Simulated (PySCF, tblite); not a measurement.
**CH₁₁NS₂Si₄: geometry, infrared bands and NMR shifts**

Wanted: the infrared bands and NMR shifts of CH₁₁NS₂Si₄ (`CS[Si@@H]1[Si@@H](N)S[Si@@H]1[SiH3]`), by calculation.

The runs use tblite 0.8.0 and PySCF 2.14.0, with density-fitted response routines of our own; the level of theory stands in each step. All values are computed, except where a source is named. Atoms are numbered from 0 throughout.

### Step 1. Starting geometry

19 atoms, charge 0, multiplicity 1; geometry from: force field or distance geometry start.

Bonds of the start (Å): C0–S1 1.84, S1–Si2 2.10, Si2–Si3 2.24, Si3–N4 1.76, Si3–S5 2.16, S5–Si6 2.16, Si6–Si7 2.25, Si6–Si2 2.25, C0–H8 1.11, C0–H9 1.12, C0–H10 1.11, Si2–H11 1.47, Si3–H12 1.49, N4–H13 1.05, N4–H14 1.03, Si6–H15 1.45, Si7–H16 1.48, Si7–H17 1.46, Si7–H18 1.47.

### Step 2. Geometry optimisation with GFN2-xTB

The job: settings as JSON, then the geometry in Å.

```
{"job": {"kind": "relax", "xc": "GFN2-xTB", "basis": "xTB"}, "charge": 0, "multiplicity": 1}
C      3.002100    -1.868100     0.608900
S      1.304500    -1.293600     1.008600
Si     0.494200    -0.398800    -0.714900
Si    -0.201500     1.719200    -0.512700
N      0.953500     2.967200    -0.961200
S     -1.674800     1.210900    -2.009900
Si    -1.707100    -0.718900    -1.046300
Si    -2.954800    -0.498300     0.809300
H      2.942100    -2.679800    -0.144600
H      3.503900    -2.305600     1.505300
H      3.579700    -1.014200     0.188000
H      1.249200    -0.690600    -1.940500
H     -0.800600     1.934200     0.833200
H      0.444200     3.883800    -0.950200
H      1.745100     2.953800    -0.301800
H     -2.060400    -1.836400    -1.895700
H     -3.475700     0.884700     0.916200
H     -2.212800    -0.888600     2.006700
H     -4.140600    -1.351700     0.609200
```

Started as:

```console
$ OMP_NUM_THREADS=1 python probes_run.py task.json out
```

The driver reads the jobs from task.json and runs them one after another.

**Question.** This job is followed by: GFN2-xTB harmonic vibrations, gas phase; GIAO PBE0/pcSseg-1 NMR shielding, non-relativistic, gas phase. What will the session give for the following? strongest single infrared mode (GFN2-xTB); zero-point energy (GFN2-xTB); 13C shifts against TMS (PBE0/pcSseg-1); 1H shifts against TMS (PBE0/pcSseg-1, means over atoms taken as alike); 33S shifts against CS2 (PBE0/pcSseg-1); 29Si shifts against TMS (PBE0/pcSseg-1); 15N shifts against NH3 (PBE0/pcSseg-1); surface potential, 1st and 99th percentile.

**Answer**, as computed:

| quantity | value |
| --- | --- |
| strongest single infrared mode (GFN2-xTB) | 765 cm⁻¹, 568 km/mol |
| zero-point energy (GFN2-xTB) | 72.4 kcal/mol |
| 13C shifts against TMS (PBE0/pcSseg-1) | 17.7 ppm |
| 1H shifts against TMS (PBE0/pcSseg-1, means over atoms taken as alike) | 6.33, 5.78, 5.63, 3.73, 1.96, 0.35 ppm |
| 33S shifts against CS2 (PBE0/pcSseg-1) | -199, -207 ppm |
| 29Si shifts against TMS (PBE0/pcSseg-1) | 10.5, -8.6, -41.7, -108.1 ppm |
| 15N shifts against NH3 (PBE0/pcSseg-1) | 25.9 ppm |
| surface potential, 1st and 99th percentile | -1.05 V and 1.70 V |

The optimisation took 205 steps and gained 1.030 eV; among the close pairs (by a distance rule), Si2–Si6 changed most, from 2.249 to 2.350 Å. All 51 modes are real, so the xTB geometry is a minimum. The strongest single mode, at 765 cm⁻¹, is spread over several atoms, H16, H17, H18 among them. GFN2-xTB is a fitted tight-binding method: band positions and strengths are rough. Its intensities can rank the bands wrongly. At PBE0/pcSseg-1: The widest tensor belongs to S1: span 296 ppm, with a paramagnetic part of -358 ppm. By nearest atom (PBE0/pcSseg-1), the HOMO sits on S1 58 %; Si3 8 % and the LUMO on Si6 22 %; Si2 16 %.
